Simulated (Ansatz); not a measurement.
# Li+ with F2: superposition error and deformation

One table from this session's results is given with a row withheld; the runs are named, their logs left out.

Computed with Ansatz 0.2.0, Gaussian basis. Level: PBE0-D4 structures, single points in def2-TZVPPD.

Levels: PBE-D4, revPBE-D4, BLYP-D4, r2SCAN-D4, B97M-V, PBE0-D4, B3LYP-D4, HSE06-D4, wB97X-V, wB97M-V, B2PLYP, Hartree-Fock, MP2, CCSD, CCSD(T).

Cores are frozen in the correlated methods. The outer core shell of Li, Na, Mg and K is correlated. B3LYP uses VWN-RPA correlation. B2PLYP carries no dispersion term here.

129 further runs of the same task are left out: 129 set aside as unsound or not needed.

## Where the work starts

The relaxed pair: 3 atoms, charge 1, spin multiplicity 1.

Atoms are counted from 1 here; the program's logs count them from 0.

Bond lengths: Li1–F2 2.010 Å, F2–F3 1.380 Å. Angles: Li1–F2–F3 109.8°.

As a file:

```xyz
3
charge 1, multiplicity 1
Li    0.0821   -0.0780   -1.5533
F    -0.4237    0.4027    0.3321
F     0.3416   -0.3248    1.2212
```

Atoms 1 to 1 are fragment A (Li+), the rest fragment B (F2). From earlier runs, pair energy (eV) and counterpoise interaction (meV):

| method | E(pair) | interaction |
| --- | --- | --- |
| PBE-D4 | -5624.37946 | -305 |
| revPBE-D4 | -5628.32438 | -293 |
| BLYP-D4 | -5629.81487 | -314 |
| r2SCAN-D4 | -5627.56830 | -256 |
| B97M-V | -5628.61232 | -280 |
| PBE0-D4 | -5624.13327 | -295 |
| B3LYP-D4 | -5629.99272 | -310 |
| HSE06-D4 | -5623.90428 | -296 |
| wB97X-V | -5627.83378 | -283 |
| wB97M-V | -5628.37473 | -289 |
| B2PLYP | -5626.88034 | -292 |
| Hartree-Fock | -5605.94150 | -264 |
| MP2 | -5620.85833 | -250 |
| CCSD(T) | -5621.59817 | -258 |

First each fragment is run alone in its own basis, frozen in the shape it has in the pair (a, b).

Set-up of the first run:

Input file a/in.yaml:

```yaml
crystal:
  periodic: [false, false, false]
  atoms:
    - {symbol: Li, position_ang: [0.082120, -0.078030, -1.553294]}
basis:
  gaussian: {orbitals: "def2-TZVPPD.json"}
total_charge: 1
hamiltonian: {xc: {name: wB97X-V}}
```

Input file b/in.yaml:

```yaml
crystal:
  periodic: [false, false, false]
  atoms:
    - {symbol: F, position_ang: [-0.423739, 0.402743, 0.332059]}
    - {symbol: F, position_ang: [0.341619, -0.324813, 1.221235]}
basis:
  gaussian: {orbitals: "def2-TZVPPD.json"}
hamiltonian: {xc: {name: wB97X-V}}
```

The basis file named in the input lies beside it (Basis Set Exchange, JSON).

One command serves all of them, each in its own folder.

The run is started by

```console
ansatz run in.yaml --threads 2 --pin off --events-out ev --progress --plain --max-ram 5222MiB
```

Among the steps run: wB97X-V/def2-TZVPPD; wB97M-V/def2-TZVPPD; B2PLYP/def2-TZVPPD; B97M-V/def2-TZVPPD; CCSD(T)/def2-TZVPPD; Relaxing F2 alone; PBE-D4/def2-TZVPPD; r2SCAN-D4/def2-TZVPPD; PBE0-D4/def2-TZVPPD; B3LYP-D4/def2-TZVPPD; BLYP-D4/def2-TZVPPD; revPBE-D4/def2-TZVPPD; HSE06-D4/def2-TZVPPD.

One of the session's tables, all rows but one given; the rest of the session is left out.

```
      method  interaction with counterpoise (meV)
      PBE-D4                                 -305
   revPBE-D4                                 -293
     BLYP-D4                                 -314
   r2SCAN-D4                                 -256
      B97M-V                                 -280
     PBE0-D4                                 -295
    B3LYP-D4                                 -310
    HSE06-D4                                 -296
     wB97X-V                                 -283
     wB97M-V                                 -289
      B2PLYP                                 -292
Hartree-Fock                                 -264
         MP2                                 -250
        CCSD                                    ?
     CCSD(T)                                 -258
```

Q: Estimate the row for CCSD from the others.

As computed: interaction with counterpoise (meV): -257. In the column «interaction with counterpoise (meV)» it lies between CCSD(T) (-258) and r2SCAN-D4 (-256).
